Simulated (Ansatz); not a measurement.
# C2H7ClSn: the cost of one run

Program: Ansatz 0.2.0. Level of theory: RKS B3LYP-D4/def2-SVP. These are calculated values, not measurements.

## (1) The system as given

Bond lengths: Sn1–C2 2.150 Å, C2–H3 1.110 Å, C2–H4 1.110 Å, C2–H5 1.110 Å, Sn1–C6 2.150 Å, C6–H7 1.110 Å, C6–H8 1.110 Å, C6–H9 1.110 Å, Sn1–H10 1.739 Å, Sn1–Cl11 2.408 Å. Angles (14 of 18 angles, heavy atoms first): C2–Sn1–C6 109.5°, C2–Sn1–Cl11 109.5°, C6–Sn1–Cl11 109.5°, Sn1–C2–H3 109.5°, Sn1–C2–H4 109.5°, Sn1–C2–H5 109.5°, C2–Sn1–H10 109.5°, C6–Sn1–H10 109.5°, H10–Sn1–Cl11 109.5°, Sn1–C6–H7 109.5°, Sn1–C6–H8 109.5°, Sn1–C6–H9 109.5°, H3–C2–H4 109.4°, H3–C2–H5 109.4°.

As a file:

```xyz
11

Sn    0.0000    0.0000    0.0000
C     0.0000    0.0000    2.1500
H    -0.9996   -0.3092    2.5205
H     0.7676   -0.7111    2.5205
H     0.2320    1.0203    2.5205
C     2.0274    0.0000   -0.7160
H     2.3751   -1.0463   -0.8441
H     2.0760    0.5276   -1.6913
H     2.6794    0.5187    0.0175
H    -0.8195    1.4198   -0.5794
Cl   -1.1351   -1.9666   -0.8025
```

## (2) Preparing the start

Contents of input.yaml:

```yaml
crystal:
  periodic: [false, false, false]
  atoms:
    - { symbol: Sn, position_ang: [0.0, 0.0, 0.0] }
    - { symbol: C, position_ang: [0.0, 0.0, 2.15] }
    - { symbol: H, position_ang: [-0.9996, -0.3092, 2.5205] }
    - { symbol: H, position_ang: [0.7676, -0.7111, 2.5205] }
    - { symbol: H, position_ang: [0.232, 1.0203, 2.5205] }
    - { symbol: C, position_ang: [2.0274, 0.0, -0.716] }
    - { symbol: H, position_ang: [2.3751, -1.0463, -0.8441] }
    - { symbol: H, position_ang: [2.076, 0.5276, -1.6913] }
    - { symbol: H, position_ang: [2.6794, 0.5187, 0.0175] }
    - { symbol: H, position_ang: [-0.8195, 1.4198, -0.5794] }
    - { symbol: Cl, position_ang: [-1.1351, -1.9666, -0.8025] }
basis:
  gaussian: { orbitals: def2-SVP }
hamiltonian:
  xc: b3lyp
  dispersion: d4
relax:
  f_tol: 0.02
  max_steps: 40
output:
  orbitals: {}
```

Run with:

```
$ ansatz run input.yaml --threads 4 --pin off --max-ram 5120MiB --backend cpu --events-out ev --progress --plain --runs-dir out
```

Q: Estimate wall time and peak memory on 4 threads of Arm Neoverse V2, shared host.

About 28 s, with a peak of 0.26 GiB.
